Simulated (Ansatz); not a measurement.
## CH5BrOSi, SMILES O[SiH2]CBr: an atomisation energy

Run with the Ansatz DFT code, driven from Python.

`ch5brosi.py`
```python
"""Atomisation energy of CH5BrOSi at the given geometry."""

from collections import Counter

import ansatz as az

BASIS = "def2-SVPD"
FUNCTIONAL = "b3lyp"


def energy_of(molecule, charge=0, unpaired=0):
    calc = molecule.calculation().basis(gaussian=BASIS).functional(FUNCTIONAL)
    if charge:
        calc = calc.charge(charge)
    if unpaired:
        calc = calc.spin("collinear", total=unpaired)
    report = calc.run(threads=1).report
    if report["published_state_doubts"]:
        print("  doubts:", report["published_state_doubts"])
    return report["free_energy_ev"]


def main() -> None:
    system = (
        az.Crystal.molecule()
        .atom("O", (-0.5143, 1.7755, -0.4027))
        .atom("Si", (0.1677, 0.5617, 0.3912))
        .atom("C", (-0.345, -1.0917, -0.2493))
        .atom("Br", (0.7508, -2.4786, 0.6974))
        .atom("H", (-0.0615, 2.1908, -1.1736))
        .atom("H", (-0.1526, 0.7215, 1.8302))
        .atom("H", (1.6554, 0.7798, 0.2255))
        .atom("H", (-1.3322, -1.297, -0.0818))
        .atom("H", (-0.0797, -1.2084, -1.2541))
    )

    # Hund ground states
    unpaired = {"O": 2, "Si": 2, "C": 2, "Br": 1, "H": 1}
    counts = Counter(site.symbol for site in system.cartesian_sites)
    atom_energy = {s: energy_of(az.Crystal.molecule().atom(s, (0, 0, 0)), 0, unpaired[s]) for s in counts}
    whole = energy_of(system, 0, 0)
    for s, e in atom_energy.items():
        print(f"{s:2s} x{counts[s]}  {e:14.5f} eV")
    print(f"CH5BrOSi: {whole:.5f} eV")
    split = sum(counts[s] * e for s, e in atom_energy.items()) - whole
    print(f"atomisation energy (no zero-point term): {23.060548 * split:.1f} kcal/mol, {split / sum(counts.values()):.3f} eV an atom")


if __name__ == "__main__":
    main()
```

`python ch5brosi.py` gives:
```text
O  x1     -2041.10532 eV
Si x1     -7872.10678 eV
C  x1     -1028.99694 eV
Br x1    -70037.51591 eV
H  x5       -13.63995 eV
CH5BrOSi: -81078.74978 eV
atomisation energy (no zero-point term): 710.8 kcal/mol, 3.425 eV an atom
```

710.8 kcal/mol from the electronic energies, without the zero-point term.

Total energies depend on the basis set; only differences at equal settings carry meaning. The geometry is a force-field or estimated start, not a minimum of this method, and the basis set is short of its limit. All parts are taken at fixed geometry, without zero-point energy. b3lyp holds the VWN-RPA fit, as in Gaussian; the form of ORCA and Turbomole is b3lyp5. The spin-orbit lowering of heavy atoms is left out. Timing: 9 s on 1 thread of Arm Neoverse V1 (shared host), peak memory 0.38 GiB.
